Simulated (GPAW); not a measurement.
# InSb3 (Pm-3m) in GPAW: convergence with smearing width (eV)

Aim: find how far smearing width (eV) must go before the results for InSb3 settle, at LDA. This setting moves, with any that are tied to it; all else stays.

Program: GPAW 26.7.0. These are calculated values, not measurements. Logs are shortened: lines on timing, memory, paths and dates and some standing lists are left out, and cuts for length are marked. The log counts tension as positive stress, the text compression.

### 1 The structure

It takes space group Pm-3m (No. 221, cubic). The conventional cell has a = 4.806 Å, b = 4.806 Å, c = 4.806 Å, α = 90.00°, β = 90.00°, γ = 90.00°. Sb (site symmetry 4/mmm) is surrounded by 8 Sb at 3.40 Å and 4 In at 3.40 Å. Around In (site symmetry m-3m) lie 12 Sb at 3.40 Å.

The cell comes from a database or a generator and needn't be the stable form of this composition.

### 2 With smearing width (eV) 0.5

Input file run.py:

```python
from ase.dft.bandgap import bandgap
from ase.io import read, write
from ase.units import GPa
from gpaw import GPAW, PW

atoms = read('POSCAR')

calc = GPAW(mode=PW(600),
            xc='LDA',
            kpts={'size': (4, 4, 4), 'gamma': True},
            occupations={'name': 'methfessel-paxton', 'order': 0, 'width': 0.5},
            nbands=45,
            convergence={'density': 1e-05, 'energy': 1e-05},
            maxiter=100,
            txt='gpaw.txt')
atoms.calc = calc
energy = atoms.get_potential_energy()
forces = atoms.get_forces()
stress = atoms.get_stress()
calc.write('gs.gpw')
write('result.traj', atoms)
print(f'Energy: {energy:.6f} eV')
print('Forces (eV/A):')
print(forces.round(4))
print('Stress (GPa):', (stress / GPa).round(3))
print('Fermi level:', round(calc.get_fermi_level(), 4), 'eV')
print(f'Gap: {bandgap(calc)[0]:.4f} eV, direct: {bandgap(calc, direct=True)[0]:.4f} eV')
```

Input file POSCAR:

```
InSb3
1.0
    4.8063670000      0.0000000000      0.0000000000
    0.0000000000      4.8063670000      0.0000000000
    0.0000000000      0.0000000000      4.8063670000
Sb In
3 1
Direct
    0.5000000000      0.5000000000      0.0000000000
    0.0000000000      0.5000000000      0.5000000000
    0.5000000000      0.0000000000      0.5000000000
    0.0000000000      0.0000000000      0.0000000000
```

Potentials or basis: the program's PAW data sets (release 1.2.1) made for this functional, pw.

Launch:

```console
> OMP_NUM_THREADS=1 python run.py
```

gpaw.txt:

```text
__  _  _
 | _ |_)|_||  |
 |__||  | ||/\| - 26.7.0

Input parameters:
  mode=PW(ecut=600.0),
  convergence={'density': 1e-05, 'energy': 1e-05},
  kpts=MonkhorstPack(size=(4, 4, 4), gamma=True),
  maxiter=100,
  nbands=45,
  occupations=Occupations(name='methfessel-paxton', order=0, width=0.5),
  xc=XC(name='LDA')

Diagonalizing LCAO Hamiltonian
Converting LCAO to pw mode
    .-----------.
   /|           |
  / |           |
 *  |           |
 |  |           |
 |Sb|           |
 |  .--Sb-------.
 | /           /
 |/     Sb    /
 In----------*

Atoms  # Å, Bohr magnetons
|   | symbol |        x |        y |        z |    initial magnetic moments |
|---|--------|----------|----------|----------|-----------------------------|
| 0 |     Sb | 2.403183 | 2.403183 | 0.000000 | ( 0.0000,  0.0000,  0.0000) |
| 1 |     Sb | 0.000000 | 2.403183 | 2.403183 | ( 0.0000,  0.0000,  0.0000) |
| 2 |     Sb | 2.403183 | 0.000000 | 2.403183 | ( 0.0000,  0.0000,  0.0000) |
| 3 |     In | 0.000000 | 0.000000 | 0.000000 | ( 0.0000,  0.0000,  0.0000) |

Unit cell  # Å
| periodic |        x |        y |        z |  lengths |    angles |
|----------|----------|----------|----------|----------|-----------|
|      yes | 4.806367 | 0.000000 | 0.000000 | 4.806367 | 90.000000 |
|      yes | 0.000000 | 4.806367 | 0.000000 | 4.806367 | 90.000000 |
|      yes | 0.000000 | 0.000000 | 4.806367 | 4.806367 | 90.000000 |

Number of symmetries: 48
Symmetry operations  # r_c * U_cc + t_c -> r_c
|    | kind |            matrix            |
|----|------|------------------------------|
|  0 |  E   |  1, 0, 0,  0, 1, 0,  0, 0, 1 |
|  1 |  σ   |  1, 0, 0,  0, 1, 0,  0, 0,-1 |
|  2 |  σ   |  1, 0, 0,  0, 0, 1,  0, 1, 0 |
|  3 |  C4  |  1, 0, 0,  0, 0, 1,  0,-1, 0 |
|  4 |  C4  |  1, 0, 0,  0, 0,-1,  0, 1, 0 |
|  5 |  σ   |  1, 0, 0,  0, 0,-1,  0,-1, 0 |
|  6 |  σ   |  1, 0, 0,  0,-1, 0,  0, 0, 1 |
|  7 |  C2  |  1, 0, 0,  0,-1, 0,  0, 0,-1 |
|  8 |  σ   |  0, 1, 0,  1, 0, 0,  0, 0, 1 |
|  9 |  C2  |  0, 1, 0,  1, 0, 0,  0, 0,-1 |
| 10 |  C3  |  0, 1, 0,  0, 0, 1,  1, 0, 0 |
| 11 |  S6  |  0, 1, 0,  0, 0, 1, -1, 0, 0 |
| 12 |  S6  |  0, 1, 0,  0, 0,-1,  1, 0, 0 |
| 13 |  C3  |  0, 1, 0,  0, 0,-1, -1, 0, 0 |
| 14 |  C4  |  0, 1, 0, -1, 0, 0,  0, 0, 1 |
| 15 |  S4  |  0, 1, 0, -1, 0, 0,  0, 0,-1 |
| 16 |  C3  |  0, 0, 1,  1, 0, 0,  0, 1, 0 |
| 17 |  S6  |  0, 0, 1,  1, 0, 0,  0,-1, 0 |
| 18 |  σ   |  0, 0, 1,  0, 1, 0,  1, 0, 0 |
| 19 |  C4  |  0, 0, 1,  0, 1, 0, -1, 0, 0 |
| 20 |  C2  |  0, 0, 1,  0,-1, 0,  1, 0, 0 |
| 21 |  S4  |  0, 0, 1,  0,-1, 0, -1, 0, 0 |
| 22 |  S6  |  0, 0, 1, -1, 0, 0,  0, 1, 0 |
| 23 |  C3  |  0, 0, 1, -1, 0, 0,  0,-1, 0 |
| 24 |  S6  |  0, 0,-1,  1, 0, 0,  0, 1, 0 |
| 25 |  C3  |  0, 0,-1,  1, 0, 0,  0,-1, 0 |
| 26 |  C4  |  0, 0,-1,  0, 1, 0,  1, 0, 0 |
| 27 |  σ   |  0, 0,-1,  0, 1, 0, -1, 0, 0 |
| 28 |  S4  |  0, 0,-1,  0,-1, 0,  1, 0, 0 |
| 29 |  C2  |  0, 0,-1,  0,-1, 0, -1, 0, 0 |
| 30 |  C3  |  0, 0,-1, -1, 0, 0,  0, 1, 0 |
| 31 |  S6  |  0, 0,-1, -1, 0, 0,  0,-1, 0 |
| 32 |  C4  |  0,-1, 0,  1, 0, 0,  0, 0, 1 |
| 33 |  S4  |  0,-1, 0,  1, 0, 0,  0, 0,-1 |
| 34 |  S6  |  0,-1, 0,  0, 0, 1,  1, 0, 0 |
| 35 |  C3  |  0,-1, 0,  0, 0, 1, -1, 0, 0 |
| 36 |  C3  |  0,-1, 0,  0, 0,-1,  1, 0, 0 |
| 37 |  S6  |  0,-1, 0,  0, 0,-1, -1, 0, 0 |
| 38 |  σ   |  0,-1, 0, -1, 0, 0,  0, 0, 1 |
| 39 |  C2  |  0,-1, 0, -1, 0, 0,  0, 0,-1 |
| 40 |  σ   | -1, 0, 0,  0, 1, 0,  0, 0, 1 |
| 41 |  C2  | -1, 0, 0,  0, 1, 0,  0, 0,-1 |
| 42 |  C2  | -1, 0, 0,  0, 0, 1,  0, 1, 0 |
| 43 |  S4  | -1, 0, 0,  0, 0, 1,  0,-1, 0 |
| 44 |  S4  | -1, 0, 0,  0, 0,-1,  0, 1, 0 |
| 45 |  C2  | -1, 0, 0,  0, 0,-1,  0,-1, 0 |
| 46 |  C2  | -1, 0, 0,  0,-1, 0,  0, 0, 1 |
| 47 |  i   | -1, 0, 0,  0,-1, 0,  0, 0,-1 |

BZ-sampling:
  Number of BZ points: 64
  Number of IBZ points: 10

  Monkhorst-Pack size: [4, 4, 4]
  Monkhorst-Pack shift: [0.125, 0.125, 0.125]

K-points  # in reciprocal-cell coordinates
|   |                                coordinates |     weight |
|---|--------------------------------------------|------------|
| 0 | (  0.00000000,   0.00000000,   0.00000000) | 0.01562500 |
| 1 | (  0.25000000,   0.00000000,   0.00000000) | 0.09375000 |
| 2 | (  0.25000000,   0.25000000,   0.00000000) | 0.18750000 |
| 3 | (  0.25000000,   0.25000000,   0.25000000) | 0.12500000 |
| 4 | (  0.50000000,   0.00000000,   0.00000000) | 0.04687500 |
| 5 | (  0.50000000,   0.25000000,   0.00000000) | 0.18750000 |
| 6 | (  0.50000000,   0.25000000,   0.25000000) | 0.18750000 |
| 7 | (  0.50000000,   0.50000000,   0.00000000) | 0.04687500 |
| 8 | (  0.50000000,   0.50000000,   0.25000000) | 0.09375000 |
| 9 | (  0.50000000,   0.50000000,   0.50000000) | 0.01562500 |

Plane wave coefficients: 3743
Cutoff: 600.0 eV

Spin-components: 1 (collinear spins)
Bands:           45
Projectors:      24
Spin-degeneracy: 2
Datatype:        complex128

Parallelization:
  kpt:    1
  domain: 1
  band:   1

Density:
  Valence electrons: 58.0
  Components: 1
  Grid points: [28 28 28]
  Charge: 0.0  # |e|

Potential:
  Grid points: [28 28 28]

species:
  Sb:
    name:    Antimony
    Z:       51.0
    valence: 15
    core:    36
    charge:  0.0  # [|e|]
    compensation charges:
      type: gauss
      rc: 0.36  # [Å]
      lmax: 2
    cutoffs:
      filter: 2.23  # [Å]
      core: 2.23  # [Å]
    projectors
    | kind |    occ | energy [eV] | rcut [Å] |
    |------|--------|-------------|----------|
    |   5s |  2.000 |     -13.069 |    1.154 |
    |   5p |  3.000 |      -4.994 |    1.233 |
    |   4d | 10.000 |     -33.564 |    1.196 |
    |    s |        |      14.142 |    1.154 |
    |    p |        |      22.217 |    1.233 |
    |    d |        |      -6.353 |    1.196 |

    Using partial waves for Sb as LCAO basis

  In:
    name:    Indium
    Z:       49.0
    valence: 13
    core:    36
    charge:  0.0  # [|e|]
    compensation charges:
      type: gauss
      rc: 0.36  # [Å]
      lmax: 2
    cutoffs:
      filter: 2.09  # [Å]
      core: 2.48  # [Å]
    projectors
    | kind |    occ | energy [eV] | rcut [Å] |
    |------|--------|-------------|----------|
    |   5s |  2.000 |      -8.474 |    1.185 |
    |   5p |  1.000 |      -2.700 |    1.244 |
    |   4d | 10.000 |     -18.723 |    1.148 |
    |    s |        |      18.738 |    1.185 |
    |    p |        |      24.512 |    1.244 |
    |    d |        |       8.489 |    1.148 |

    Using partial waves for In as LCAO basis

Reference energy: -688231.599340  # eV

eigensolver:
  PPCG
  Converge bands: occupied
  niter=2

density mixing:
  MSR1-Mixer
  Pratt-step length: 0.05
  Maximum mixing coefficient: 0.75
  Old densities: 10
  SVD Regularization: 0.005
  Good broyden scale: 1.0
  Trust region scale: 1.0
  Backstep threshold: 4.0
  History deletion threshold: 6.0
  Fourier metric: weight=20.0, sigma=0.015

occupation numbers:
  Methfessel-Paxton:
    width: 0.5000  # eV
    order: 0

poisson solver:
  ecut: 4800.0  # eV

xc functional:
  name: None

convergence criteria:
- Maximum integral of absolute [dens]ity change: 1e-05 electrons / valence electron
- Maximum [total energy] change in last 3 cyles: 1e-05 eV / valence electron
- Maximum integral of absolute [eigenst]ate change: 4e-08 eV^2 / valence electron
maximum number of iterations: 100

SCF iterations
|iter     | |      energy | eigst |  dens |
|---------|-|-------------|-------|-------|
|iter:   1| |  -17.871173 | +0.62 |       |
|iter:   2| |  -18.022850 | -1.16 | -1.83 |
|iter:   3| |  -17.982274 | -2.33 | -1.84 |
|iter:   4| |  -17.974849 | -3.41 | -2.21 |
|iter:   5| |  -17.971166 | -4.53 | -2.40 |
|iter:   6| |  -17.969886 | -4.94 | -2.70 |
|iter:   7| |  -17.969873 | -6.32 | -3.67 |
|iter:   8| |  -17.969876c| -7.20 | -4.27 |
|iter:   9| |  -17.969879c| -7.54c| -4.82 |
|iter:  10| |  -17.969879c| -8.33c| -5.53c|

Converged in 10 steps
Energy contributions relative to reference atoms: (reference = -688231.599340)

Energy contributions:
  Kinetic:           1.168412
  Coulomb:          -3.157642
  Zero:              0.694135
  External:          0.000000
  Xc:              -16.532076
  Entropy:          -0.285416
  Spinorbit:         0.000000
  ----------------------------
  Free energy:     -18.112587
  Extrapolated:    -17.969879

dipole moment: (-33.851072, -33.851072, -33.851072)  # |e|*Ang

Fermi level: 7.029
Eigenvalues  # (at kpt = [0.000, 0.000, 0.000])
| band index |      eig [eV] | occ [0-2] |
|------------|---------------|-----------|
|          0 |       -22.022 |     2.000 |
|        ... |               |           |
|         19 |        -7.257 |     2.000 |
|         20 |        -5.086 |     2.000 |
|         21 |        -0.464 |     2.000 |
|         22 |        -0.464 |     2.000 |
|         23 |         2.843 |     2.000 |
|         24 |         2.843 |     2.000 |
[... 8 lines left out ...]
|         33 |        11.939 |     0.000 |
|         34 |        11.939 |     0.000 |
|        ... |               |           |
|         44 |        18.301 |     0.000 |

No gap
No difference between direct/indirect transitions

Forces  # eV/Ang
|        x |        y |        z |
|----------|----------|----------|
|  0.00000 |  0.00000 |  0.00000 |  # Sb   0
|  0.00000 | -0.00000 | -0.00000 |  # Sb   1
| -0.00000 |  0.00000 |  0.00000 |  # Sb   2
| -0.00000 | -0.00000 |  0.00000 |  # In   3

Stress tensor  # eV/Ang^3
|         x |         y |        z |
|-----------|-----------|----------|
|  0.023298 | -0.000000 | 0.000000 |
| -0.000000 |  0.023298 | 0.000000 |
|  0.000000 |  0.000000 | 0.023298 |

# Writing to gs.gpw (mode='')
```

Run time: 33 s. Hardware: 1 thread of Arm Neoverse V1, shared host; peak memory 0.2 GiB.

Results:

```
Free energy            : -18.1126 eV
Pressure               : -3.7 GPa
Band gap on the k mesh : none (metal or under the smearing width)
```

### 3 With smearing width (eV) 0.3

Edit run.py of step 2 so:

```diff
@@ -10,3 +10,3 @@
             kpts={'size': (4, 4, 4), 'gamma': True},
-            occupations={'name': 'methfessel-paxton', 'order': 0, 'width': 0.5},
+            occupations={'name': 'methfessel-paxton', 'order': 0, 'width': 0.3},
             nbands=45,
```

POSCAR is that of step 2.

Potentials or basis: the program's PAW data sets (release 1.2.1) made for this functional, pw.

Launch:

```console
> OMP_NUM_THREADS=1 python run.py
```

It took 33 s on 1 thread of Arm Neoverse V1, shared host; peak memory 0.2 GiB.

Results:

```
Free energy            : -18.0267 eV
Pressure               : -3.8 GPa
Band gap on the k mesh : none (metal or under the smearing width)
```

### 4 With smearing width (eV) 0.2

Edit run.py of step 3 so:

```diff
@@ -10,3 +10,3 @@
             kpts={'size': (4, 4, 4), 'gamma': True},
-            occupations={'name': 'methfessel-paxton', 'order': 0, 'width': 0.3},
+            occupations={'name': 'methfessel-paxton', 'order': 0, 'width': 0.2},
             nbands=45,
```

POSCAR is that of step 3.

Launch:

```console
> OMP_NUM_THREADS=1 python run.py
```

Run time: 33 s. Hardware: 1 thread of Arm Neoverse V1, shared host; peak memory 0.2 GiB.

Results (log left out):

```
Free energy            : -18.0021 eV
Pressure               : -3.9 GPa
Band gap on the k mesh : none (metal or under the smearing width)
```

### 5 With smearing width (eV) 0.15

Edit run.py of step 4 so:

```diff
@@ -10,3 +10,3 @@
             kpts={'size': (4, 4, 4), 'gamma': True},
-            occupations={'name': 'methfessel-paxton', 'order': 0, 'width': 0.2},
+            occupations={'name': 'methfessel-paxton', 'order': 0, 'width': 0.15},
             nbands=45,
```

POSCAR is that of step 4.

Launch:

```console
> OMP_NUM_THREADS=1 python run.py
```

Wall time 32 s (1 thread of Arm Neoverse V1, shared host); peak memory 0.2 GiB.

The run converged. Its results:

```
Free energy            : -17.9932 eV
Pressure               : -3.9 GPa
Band gap on the k mesh : none (metal or under the smearing width)
```

### 6 With smearing width (eV) 0.1

Edit run.py of step 5 so:

```diff
@@ -10,3 +10,3 @@
             kpts={'size': (4, 4, 4), 'gamma': True},
-            occupations={'name': 'methfessel-paxton', 'order': 0, 'width': 0.15},
+            occupations={'name': 'methfessel-paxton', 'order': 0, 'width': 0.1},
             nbands=45,
```

POSCAR is that of step 5.

Potentials or basis: the program's PAW data sets (release 1.2.1) made for this functional, pw.

Launch:

```console
> OMP_NUM_THREADS=1 python run.py
```

It took 32 s on 1 thread of Arm Neoverse V1, shared host; peak memory 0.2 GiB.

It converged, with:

```
Free energy            : -17.9862 eV
Pressure               : -3.9 GPa
Band gap on the k mesh : none (metal or under the smearing width)
```

### 7 With smearing width (eV) 0.05

Edit run.py of step 6 so:

```diff
@@ -10,3 +10,3 @@
             kpts={'size': (4, 4, 4), 'gamma': True},
-            occupations={'name': 'methfessel-paxton', 'order': 0, 'width': 0.1},
+            occupations={'name': 'methfessel-paxton', 'order': 0, 'width': 0.05},
             nbands=45,
```

POSCAR is that of step 6.

Launch:

```console
> OMP_NUM_THREADS=1 python run.py
```

Wall time 32 s (1 thread of Arm Neoverse V1, shared host); peak memory 0.2 GiB.

The run converged. Its results:

* Free energy: -17.9805 eV
* Pressure: -3.9 GPa
* Band gap on the k mesh: none (metal or under the smearing width)

### 8 With smearing width (eV) 0.025

Edit run.py of step 7 so:

```diff
@@ -10,3 +10,3 @@
             kpts={'size': (4, 4, 4), 'gamma': True},
-            occupations={'name': 'methfessel-paxton', 'order': 0, 'width': 0.05},
+            occupations={'name': 'methfessel-paxton', 'order': 0, 'width': 0.025},
             nbands=45,
```

POSCAR is that of step 7.

Launch:

```console
> OMP_NUM_THREADS=1 python run.py
```

It took 32 s on 1 thread of Arm Neoverse V1, shared host; peak memory 0.2 GiB.

It converged, with:

* Free energy: -17.9778 eV
* Pressure: -3.9 GPa
* Band gap on the k mesh: none (metal or under the smearing width)

### 9 With smearing width (eV) 0.01

Edit run.py of step 8 so:

```diff
@@ -10,3 +10,3 @@
             kpts={'size': (4, 4, 4), 'gamma': True},
-            occupations={'name': 'methfessel-paxton', 'order': 0, 'width': 0.025},
+            occupations={'name': 'methfessel-paxton', 'order': 0, 'width': 0.01},
             nbands=45,
```

POSCAR is that of step 8.

Potentials or basis: the program's PAW data sets (release 1.2.1) made for this functional, pw.

Launch:

```console
> OMP_NUM_THREADS=1 python run.py
```

Wall time 32 s (1 thread of Arm Neoverse V1, shared host); peak memory 0.2 GiB.

The run converged. Its results:

* Free energy: -17.9763 eV
* Pressure: -3.9 GPa
* Band gap on the k mesh: none (metal or under the smearing width)

### 10 Result

```tsv
smearing width (eV)	energy less the tightest run, at zero smearing (meV/atom)	pressure (GPa)	SCF cycles	CPU time (s)	peak memory (GiB)
0.5	1.46	-3.73	10	33	0.2
0.3	-1.54	-3.82	10	33	0.2
0.2	-1.65	-3.89	10	33	0.2
0.15	-1.43	-3.90	10	32	0.2
0.1	-1.03	-3.90	10	32	0.2
0.05	-0.53	-3.88	10	32	0.2
0.025	-0.20	-3.88	10	32	0.2
0.01	0.00	-3.88	10	32	0.2
```

Against the tightest run, the energy stays within 1 meV/atom from 0.05 on; the pressure stays within 0.1 GPa from 0.3 on. Narrower smearing needs a denser k mesh, so at a fixed mesh the narrowest width isn't the most accurate. The tightest run that finished is the yardstick and may itself not be fully converged.
